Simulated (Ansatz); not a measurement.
# Ba: a line through an energy map

One table from this session's results is given with a row withheld; the runs are named, their logs left out.

Program: Ansatz 0.2.0. Level of theory: DFT PBEsol, scalar-relativistic, plane waves, PAW. These are calculated values, not measurements.

28 further runs of the same task are left out: 28 set aside as unsound or not needed.

### The system as given

The structure is cubic, space group Fm-3m (No. 225). The conventional cell has a = 6.163 Å, b = 6.163 Å, c = 6.163 Å, α = 90.00°, β = 90.00°, γ = 90.00°. Ba (site symmetry m-3m) has 12 Ba at 4.36 Å as nearest neighbours.

Coordinates:

```
Ba
1.0
     0.00000    3.08145    3.08145
     3.08145    0.00000    3.08145
     3.08145    3.08145    0.00000
Ba
1
Direct
  0.00000 0.00000 0.00000
```

It goes back to an entry of the Materials Project, which need not be the stable form.

It is the result of an earlier relaxation at this level (volume 58.52 Å³/atom; gap on the mesh: none (metal)).

### The scan

The energy is mapped over volume and the cell's shape.

First coordinate, volume per atom: 7 values from 51.50 to 65.54 Å³. Second coordinate, length along [111] over the lengths across it, relative to the cubic cell: 9 values from 0.452 to 2.211.

Nothing else is relaxed (symmetry fixes all fractional coordinates). Energies count from the relaxed crystal. Points are written as (first, second).

The first run:

input.yaml

```yaml
crystal:
  lattice:
    - [-1.4255843023, 2.4786998924, 2.4786998924]
    - [2.4786998924, -1.4255843023, 2.4786998924]
    - [2.4786998924, 2.4786998924, -1.4255843023]
  atoms:
    - { symbol: Ba, position: [0.0, 0.0, 0.0] }
basis:
  ecutwfc: 420
kpoints:
  mp_grid: { grid: [14, 14, 14] }
hamiltonian:
  xc: pbesol
  pseudopotentials: { kind: paw }
scf:
  occupations: { method: gaussian, width: 0.15 }
output:
  forces: true
  stress: true
  eigenvalues: true
```

On the command line:

```sh
$ ansatz run input.yaml --threads 1 --pin off --max-ram 2048MiB --backend cpu --events-out ev --progress --plain --runs-dir out
```

Among the steps run: Grid point (53.84 Å³, 0.452); Grid point (56.18 Å³, 0.452); The run at (58.52 Å³, 0.452); Point (60.86 Å³, 0.452); Grid point (63.20 Å³, 0.452); Point (65.54 Å³, 0.452).

One table of the session follows, with a row left open; its other results are not shown here.

```
volume per atom (Å³)  energy (meV/atom)  slope (meV/atom per Å³)  pressure (GPa)
               51.50                278                     −4.6            0.74
               53.84                271                     −1.9            0.30
               56.18                269                      0.4           −0.07
               58.52                272                      2.4           −0.38
               60.86                280                      3.9           −0.63
               63.20                  ?                        ?               ?
               65.54                304                      6.3           −1.01
```

**Question.** Estimate the row for volume per atom (Å³) = 63.20.

Worked estimate for «energy (meV/atom)». A straight line through the neighbours (60.86, 280) and (65.54, 304) gives 280 + (304 − 280) × (63.20 − 60.86) / (65.54 − 60.86) = 292; a parabola fitted to 3 rows on both sides gives 291.

As computed: energy (meV/atom): 290; slope (meV/atom per Å³): 5.2; pressure (GPa): −0.83. In «energy (meV/atom)» the line misses by +2 and the parabola by +1.

Energies count from the relaxed crystal. Rows without a step come from runs not printed here or follow by symmetry.

Along the line the energy is lowest at 56.18 Å³, 269 meV/atom from the zero. The highest point computed, at 65.54 Å³, lies 35 meV/atom above the lowest.
